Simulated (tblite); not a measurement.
# C3H10B3F2P: the cost of one run

Programs: tblite 0.8.0 and PySCF 2.14.0, with density-fitted response routines of our own. Each step states its level of theory. These are calculated values for one molecule in the gas phase, unless marked as measured. Atoms count from 0, in the outputs and in this text.

## 1. The starting structure

19 atoms, charge 0, multiplicity 1; geometry from: force field or distance geometry start.

Bonds of the start (Å): C0–B1 1.59, B1–C2 1.59, B1–B3 1.67, B3–P4 1.91, B3–C5 1.56, C5–B6 1.58, B6–F7 1.46, B6–F8 1.46, C0–H9 1.13, C0–H10 1.10, C0–H11 1.11, C2–H12 1.12, C2–H13 1.10, C2–H14 1.10, P4–H15 1.43, P4–H16 1.43, C5–H17 1.11, C5–H18 1.09.

## 2. Geometry optimisation with GFN2-xTB

Job settings and geometry (Å):

```
{"job": {"kind": "relax", "xc": "GFN2-xTB", "basis": "xTB"}, "charge": 0, "multiplicity": 1}
C     -2.210400    -1.184600    -0.588600
B     -1.150200    -0.013300    -0.415400
C     -1.617400     1.432000     0.049600
B      0.413000    -0.390900     0.047400
P      0.607600    -1.139800     1.794800
C      1.541400     0.163300    -0.872800
B      2.943300     0.337800    -0.167400
F      3.076300     1.500200     0.710400
F      4.120500    -0.016600    -0.950600
H     -3.139200    -0.671100    -0.966800
H     -1.912200    -1.917900    -1.348200
H     -2.490500    -1.661100     0.376100
H     -1.306500     1.556400     1.117600
H     -2.714000     1.442600    -0.082700
H     -1.090500     2.153700    -0.593700
H      1.638700    -2.115300     1.957100
H      0.446000    -0.226300     2.885600
H      1.226000     1.186400    -1.175900
H      1.608100    -0.426400    -1.783800
```

Started as:

```sh
$ OMP_NUM_THREADS=1 python probes_run.py task.json out
```

The driver reads the jobs from task.json and runs them one after another.

Q: Estimate the wall time and peak memory of this first job on 1 thread of Intel Xeon at 2.50GHz, shared host.

About 5.3 s, with a peak of 0.18 GiB.
